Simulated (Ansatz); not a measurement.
# CH6ClOSi: the cost of one run

Computed with Ansatz 0.2.0. Level: RKS B3LYP-D4/def2-SVPD.

2 further runs of the same task are left out: 2 set aside as unsound or not needed.

### 1 The system as given

10 atoms, charge -1, spin multiplicity 1.

Atoms are counted from 1 here; the program's logs count them from 0.

Bond lengths: C2–O3 1.418 Å, C2–H5 1.111 Å, C2–H6 1.112 Å, C2–H7 1.115 Å, O3–Si4 1.704 Å, Si4–H8 1.532 Å, Si4–H9 1.500 Å, Si4–H10 1.502 Å. Angles: O3–C2–H5 111.6°, O3–C2–H6 108.1°, O3–C2–H7 110.3°, H5–C2–H6 110.4°, H5–C2–H7 108.4°, H6–C2–H7 108.1°, C2–O3–Si4 128.9°, O3–Si4–H8 97.0°, O3–Si4–H9 117.2°, O3–Si4–H10 115.8°, H8–Si4–H9 103.7°, H8–Si4–H10 104.3°, H9–Si4–H10 115.0°.

Geometry (Å):

```
Cl    1.43677   -1.04748   -1.83530
C    -1.37303   -0.59419   -0.18733
O    -0.69322    0.48639    0.42896
Si    0.98138    0.78719    0.51490
H    -0.81716   -0.97624   -1.07052
H    -2.38279   -0.23931   -0.48897
H    -1.50252   -1.43249    0.53595
H     0.93135    1.78702    1.67412
H     1.59556    1.57193   -0.60592
H     1.82366   -0.34281    1.03412
```

### 2 Relaxation

input.yaml reads:

```yaml
crystal:
  periodic: [false, false, false]
  atoms:
    - { symbol: Cl, position_ang: [1.43677, -1.047482, -1.835304] }
    - { symbol: C, position_ang: [-1.37303, -0.59419, -0.187327] }
    - { symbol: O, position_ang: [-0.693221, 0.486385, 0.428956] }
    - { symbol: Si, position_ang: [0.981384, 0.787185, 0.514903] }
    - { symbol: H, position_ang: [-0.817157, -0.976243, -1.070525] }
    - { symbol: H, position_ang: [-2.382786, -0.23931, -0.488974] }
    - { symbol: H, position_ang: [-1.502524, -1.432487, 0.535951] }
    - { symbol: H, position_ang: [0.931349, 1.78702, 1.674124] }
    - { symbol: H, position_ang: [1.595558, 1.571929, -0.605918] }
    - { symbol: H, position_ang: [1.823655, -0.342807, 1.034116] }
total_charge: -1
basis:
  gaussian: { orbitals: def2-SVPD }
hamiltonian:
  xc: { name: B3LYP }
  dispersion: d4
output:
  forces: true
relax:
  f_tol: 0.003
  max_steps: 120
```

Launch:

```console
ansatz run input.yaml --threads 1 --pin off --max-ram 2560MiB --backend cpu --events-out ev --progress --plain --runs-dir out
```

Q: Estimate wall time and peak memory on 1 thread of Intel Xeon at 2.70GHz, shared host.

About 5 min, with a peak of 0.34 GiB.
